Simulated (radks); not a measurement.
# Zn²⁺ in [Ne] 3s1.75 3p6 3d10 4s0.25: an all-electron calculation

What are the levels of the zinc ion Zn2+, how large are its shells, and how does its energy divide?

The numbers are computed with radks (a radial shooting solver on a logarithmic mesh, Libxc functionals) version 1 (scalar-relativistic Kohn-Sham, PBE, spin-polarised, spherical densities, point nucleus; open shells are filled with parallel spins first), except any that are marked as measured or tabulated.

## Step 1: The atom as given

* element: zinc (Z = 30)
* charge: +2
* electrons: 28
* configuration: [Ne] 3s1.75 3p6 3d10 4s0.25

## Step 2: The calculation

Settings of this run:

```text
Z 30
configuration [Ne] 3s1.75 3p6 3d10 4s0.25 4p0 5s0 4d0 4f0
relativity scalar-relativistic
functional pbe,pbe
spin polarised
nucleus point
c 137.035999084
```

**Question.** What will this run give?

The runs gave:

```
                        quantity                   value
                    total energy     -1793.80485 hartree
exchange-correlation share of it                  3.95 %
                            −T/E                  1.0159
          highest occupied level       4s up, -23.825 eV
    most extended occupied level  4s up, <r> = 2.20 bohr
 radius at density 0.001 e/bohr³               3.04 bohr
    maxima of the radial density                       3
```

The radial density shows 3 maxima for 4 occupied principal shells; where shells overlap, one shows as a shoulder or not at all. −T/E is 1.016: with relativity the kinetic term as defined here no longer equals −E. This is not the tabulated ground configuration, so its levels and sizes aren't those of the ground state, and no measured value stands beside it.
